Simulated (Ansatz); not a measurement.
# ZrBr2Cl2: one species, many methods

An exercise on one series of results from a longer session: the logs are not shown, and one member is left open.

The runs use Ansatz 0.2.0, Gaussian basis; functionals in def2-TZVPP, the program's frozen cores in correlated methods.

Plan: LDA (SPW92), PBE-D4, revPBE-D4, BLYP-D4, r2SCAN-D4, B97M-V, PBE0-D4, B3LYP-D4, r2SCANh-D4, r2SCAN0-D4, HSE06-D4, BHLYP-D4, CAM-B3LYP-D4, LC-ωPBE, ωB97X-V, ωB97M-V, B2PLYP, PBE-QIDH; CCSD(T)/def2-SVP; CCSD(T)/def2-TZVPP; MP2/def2-QZVPP; extrapolation to the limit; RPA on PBE.

## The relaxed structure

An earlier PBE0-D4 in a triple-zeta def2 set relaxation fixed the geometry. Zr takes the def2 core potential; no spin-orbit term is included.

SMILES `[Cl][Zr]([Cl])([Br])[Br]`, 5 atoms, charge 0, spin multiplicity 1.

Atoms are counted from 1 here; the program's logs count them from 0.

Bond lengths: Cl1–Zr2 2.313 Å, Zr2–Cl3 2.313 Å, Zr2–Br4 2.470 Å, Zr2–Br5 2.470 Å. Angles: Cl1–Zr2–Cl3 109.4°, Cl1–Zr2–Br4 109.5°, Cl1–Zr2–Br5 109.5°, Cl3–Zr2–Br4 109.5°, Cl3–Zr2–Br5 109.5°, Br4–Zr2–Br5 109.6°.

Set-up of the first run:

Input file in.yaml:

```yaml
crystal:
  periodic: [false, false, false]
  atoms:
    - {symbol: Cl, position_ang: [-0.596168, -0.328387, 2.222866]}
    - {symbol: Zr, position_ang: [0.027254, -0.033849, 0.015134]}
    - {symbol: Cl, position_ang: [1.977812, -1.207596, -0.393680]}
    - {symbol: Br, position_ang: [-1.763622, -0.871668, -1.465085]}
    - {symbol: Br, position_ang: [0.404624, 2.367800, -0.420635]}
basis:
  gaussian: {orbitals: def2-TZVPP}
hamiltonian: {xc: lda}
output: {orbitals: {seedname: orbitals}}
```

Started as:

```
$ ansatz run in.yaml --threads 4 --pin off --events-out ev --progress --plain --max-ram 11315MiB
```

Steps of the session up to this table: LDA; PBE-D4 (GGA); revPBE-D4 (GGA); BLYP-D4 (GGA); r2SCAN-D4 (meta-GGA); B97M-V (meta-GGA); PBE0-D4 (hybrid); B3LYP-D4 (hybrid); r2SCANh-D4 (hybrid); r2SCAN0-D4 (hybrid); HSE06-D4 (hybrid); BHLYP-D4 (hybrid); CAM-B3LYP-D4 (range-separated); LC-ωPBE (range-separated); ωB97X-V (range-separated); ωB97M-V (range-separated); B2PLYP (double hybrid); PBE-QIDH (double hybrid).

One of the session's tables, all rows but one given; the rest of the session is left out.

It belongs to the step «Orbital energies across the functionals». 

```
  functional  HOMO (eV)  LUMO (eV)  gap (eV)
 LDA (SPW92)      -7.93      -3.70      4.22
      PBE-D4      -7.76      -3.49      4.27
   revPBE-D4      -7.70      -3.41      4.29
     BLYP-D4      -7.57      -3.33      4.24
   r2SCAN-D4      -8.12      -3.40      4.72
      B97M-V      -8.16      -3.31      4.85
     PBE0-D4          ?          ?         ?
    B3LYP-D4      -8.73      -2.93      5.81
  r2SCANh-D4      -8.57      -3.12      5.45
  r2SCAN0-D4      -9.26      -2.69      6.56
    HSE06-D4      -8.62      -3.13      5.49
    BHLYP-D4     -10.09      -1.82      8.28
CAM-B3LYP-D4     -10.28      -1.70      8.58
     LC-ωPBE     -11.68      -0.66     11.02
     ωB97X-V     -11.30      -0.70     10.61
     ωB97M-V     -11.15      -0.73     10.42
```

**Question.** Estimate the row for PBE0-D4.

As computed: HOMO (eV): -9.02; LUMO (eV): -2.76; gap (eV): 6.25. In the column «HOMO (eV)» it lies between r2SCAN0-D4 (-9.26) and B3LYP-D4 (-8.73).
